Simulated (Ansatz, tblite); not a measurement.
# The cluster Te2Pb3+: one state, many levels

Aim: run the doublet of the cluster Te2Pb3+ at one geometry on many levels, and compare frontier levels, spin and run time.

Program: Ansatz 0.2.0, Gaussian basis. Level of theory: as each input shows. These are calculated values, not measurements.

The runs, in order: GFN1-xTB, GFN2-xTB, PBE-D4/def2-TZVP, r2SCAN-D4/def2-TZVP, LDA/def2-TZVP, r2SCAN0-D4/def2-TZVP, HSE06-D4/def2-TZVP, PBE-D4/def2-SVP, PBE0-D4/def2-SVP, CCSD(T)/def2-SVP, MP2/def2-TZVP.

4 further runs of the same task are left out: 1 that didn't finish, 3 set aside as unsound or not needed. Runs told in other sessions of the task aren't counted.

## Step 1: The geometry

The geometry is that of the doublet, from an earlier relaxation (PBE0-D4/def2-SVP). At that level it is the lowest of the isomers that a small search found.

5 atoms, charge 1, spin multiplicity 2.

Bond lengths: Pb1–Te4 2.961 Å, Pb1–Te5 2.961 Å, Pb2–Te4 2.962 Å, Pb2–Te5 2.962 Å, Pb3–Te4 3.047 Å, Pb3–Te5 3.047 Å. Angles: Te4–Pb1–Te5 88.2°, Te4–Pb2–Te5 88.1°, Te4–Pb3–Te5 85.1°, Pb1–Te4–Pb2 88.0°, Pb1–Te4–Pb3 70.5°, Pb2–Te4–Pb3 70.4°, Pb1–Te5–Pb2 88.0°, Pb1–Te5–Pb3 70.5°, Pb2–Te5–Pb3 70.4°.

Pb, Te take a core potential in the def2 sets. No spin-orbit coupling is included. The ion is computed in the gas phase, without counter-ions or solvent.

PBE0-D4/def2-TZVP was run before; its log isn't repeated, and its numbers join the tables.

## Step 2: GFN1-xTB

Tight binding, by tblite at 300 K electronic temperature and without a spin-polarisation term:

```python
tblite.interface.Calculator('GFN1-xTB', numbers, positions, charge=1, uhf=1).singlepoint()
```

Energy -333.4427 eV; 0.01 s.

## Step 3: GFN2-xTB

Tight binding, by tblite at 300 K electronic temperature and without a spin-polarisation term:

```python
tblite.interface.Calculator('GFN2-xTB', numbers, positions, charge=1, uhf=1).singlepoint()
```

Energy -351.2384 eV; 0.013 s.

## Step 4: PBE-D4/def2-TZVP

start.molden holds the orbitals of an earlier run on this state, given as this run's starting guess.

in.yaml

```yaml
crystal:
  periodic: [false, false, false]
  atoms:
    - {symbol: Pb, position_ang: [1.532647, -0.840428, -1.334620]}
    - {symbol: Pb, position_ang: [-0.108061, 1.153132, 1.868219]}
    - {symbol: Pb, position_ang: [-1.848923, -0.404377, -0.690170]}
    - {symbol: Te, position_ang: [0.232278, 1.799149, -1.002731]}
    - {symbol: Te, position_ang: [0.192069, -1.707475, 1.159313]}
basis:
  gaussian: {orbitals: def2-TZVP, initial_orbitals: start.molden}
total_charge: 1
magnetization: {spin_polarized: true, initial_magnetization: 1}
hamiltonian: {xc: pbe, dispersion: d4}
scf: {omitted_lower_state_checks: [starts]}
output: {forces: true, orbitals: {seedname: orbitals}}
```

Started as:

```
> ansatz run in.yaml --threads 4 --pin off --events-out ev --progress --plain --max-ram 4787MiB
```

Further steps of the session: r2SCAN-D4/def2-TZVP; LDA/def2-TZVP; r2SCAN0-D4/def2-TZVP; HSE06-D4/def2-TZVP; PBE-D4/def2-SVP; PBE0-D4/def2-SVP; CCSD(T)/def2-SVP; MP2/def2-TZVP.

Before running them: what should the planned runs give, taken together? Wanted: gap in def2-TZVP, named functionals, smallest and largest; correlation energy, CCSD(T)/def2-SVP; correlation energy, MP2/def2-TZVP; ⟨S²⟩ in def2-TZVP, named functionals, smallest and largest; PBE0 total energy, smallest basis above largest.

As calculated:

```
                                                  quantity                                value
 gap in def2-TZVP, named functionals, smallest and largest  0.31 eV (LDA), 2.09 eV (r2SCAN0-D4)
                      correlation energy, CCSD(T)/def2-SVP                            -15.07 eV
                         correlation energy, MP2/def2-TZVP                            -57.52 eV
⟨S²⟩ in def2-TZVP, named functionals, smallest and largest                         0.752, 0.768
           PBE0 total energy, smallest basis above largest        1.02 eV (def2-SVP, def2-TZVP)
```

Over the named functionals in def2-TZVP the gap runs from 0.31 eV (LDA) to 2.09 eV (r2SCAN0-D4); exact exchange widens it. Over the named functionals in def2-TZVP spin contamination reaches 0.02 (r2SCAN0-D4), which is small.
